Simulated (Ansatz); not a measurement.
# CH₂OSSe: up Jacob's ladder to CCSD(T)

The task here is to estimate one member of a computed series from the others.

The runs use Ansatz 0.2.0, Gaussian basis; functionals in def2-TZVPP, the program's frozen cores in correlated methods.

The runs, in order: LDA (SPW92), PBE-D4, revPBE-D4, BLYP-D4, r2SCAN-D4, B97M-V, PBE0-D4, B3LYP-D4, r2SCANh-D4, r2SCAN0-D4, HSE06-D4, BHLYP-D4, CAM-B3LYP-D4, LC-ωPBE, ωB97X-V, ωB97M-V, B2PLYP, PBE-QIDH; CCSD(T)/def2-SVP; CCSD(T)/def2-TZVPP; MP2/def2-QZVPP; extrapolation to the limit; RPA on PBE.

## The geometry

All runs share one geometry, relaxed beforehand with PBE0-D4 in a triple-zeta def2 set.

SMILES `OC(S)=[Se]`, 6 atoms, charge 0, spin multiplicity 1.

Atoms are counted from 1 here; the program's logs count them from 0.

Bond lengths: O1–C2 1.327 Å, O1–H5 0.970 Å, C2–S3 1.735 Å, C2–Se4 1.783 Å, S3–H6 1.340 Å. Angles: C2–O1–H5 107.0°, O1–C2–S3 109.2°, O1–C2–Se4 123.5°, S3–C2–Se4 127.2°, C2–S3–H6 94.4°.

The first run:

File in.yaml:

```yaml
crystal:
  periodic: [false, false, false]
  atoms:
    - {symbol: O, position_ang: [0.258908, 1.193056, -0.698463]}
    - {symbol: C, position_ang: [-0.015610, 0.033193, -0.115590]}
    - {symbol: S, position_ang: [0.611330, 0.044682, 1.502282]}
    - {symbol: Se, position_ang: [-0.895346, -1.291452, -0.922671]}
    - {symbol: H, position_ang: [-0.104249, 1.151359, -1.596489]}
    - {symbol: H, position_ang: [0.186966, -1.194837, 1.784632]}
basis:
  gaussian: {orbitals: def2-TZVPP}
hamiltonian: {xc: lda}
output: {orbitals: {seedname: orbitals}}
```

Command:

```console
$ ansatz run in.yaml --threads 2 --pin off --events-out ev --progress --plain --max-ram 4352MiB
```

Steps of the session up to this table: LDA; PBE-D4 (GGA); revPBE-D4 (GGA); BLYP-D4 (GGA); r2SCAN-D4 (meta-GGA); B97M-V (meta-GGA); B3LYP-D4 (hybrid); r2SCANh-D4 (hybrid); r2SCAN0-D4 (hybrid); HSE06-D4 (hybrid); BHLYP-D4 (hybrid); CAM-B3LYP-D4 (range-separated); LC-ωPBE (range-separated); ωB97X-V (range-separated); ωB97M-V (range-separated); B2PLYP (double hybrid); PBE-QIDH (double hybrid).

One table of the session follows, with a row left open; its other results are not shown here.

It belongs to the step «Orbital energies across the functionals». 

```
  functional  HOMO (eV)  LUMO (eV)  gap (eV)
 LDA (SPW92)      -5.65      -2.86      2.79
      PBE-D4      -5.47      -2.65      2.82
   revPBE-D4          ?          ?         ?
     BLYP-D4      -5.29      -2.51      2.78
   r2SCAN-D4      -5.71      -2.56      3.15
      B97M-V      -5.75      -2.46      3.28
     PBE0-D4      -6.60      -1.86      4.75
    B3LYP-D4      -6.36      -2.04      4.32
  r2SCANh-D4      -6.13      -2.26      3.87
  r2SCAN0-D4      -6.76      -1.80      4.96
    HSE06-D4      -6.21      -2.23      3.98
    BHLYP-D4      -7.57      -0.88      6.69
CAM-B3LYP-D4      -7.87      -0.79      7.08
     LC-ωPBE      -9.22       0.21      9.43
     ωB97X-V      -8.86       0.22      9.09
     ωB97M-V      -8.72       0.22      8.93
```

**Question.** Estimate the row for revPBE-D4.

As computed: HOMO (eV): -5.40; LUMO (eV): -2.57; gap (eV): 2.83. In the column «HOMO (eV)» it lies between PBE-D4 (-5.47) and BLYP-D4 (-5.29).
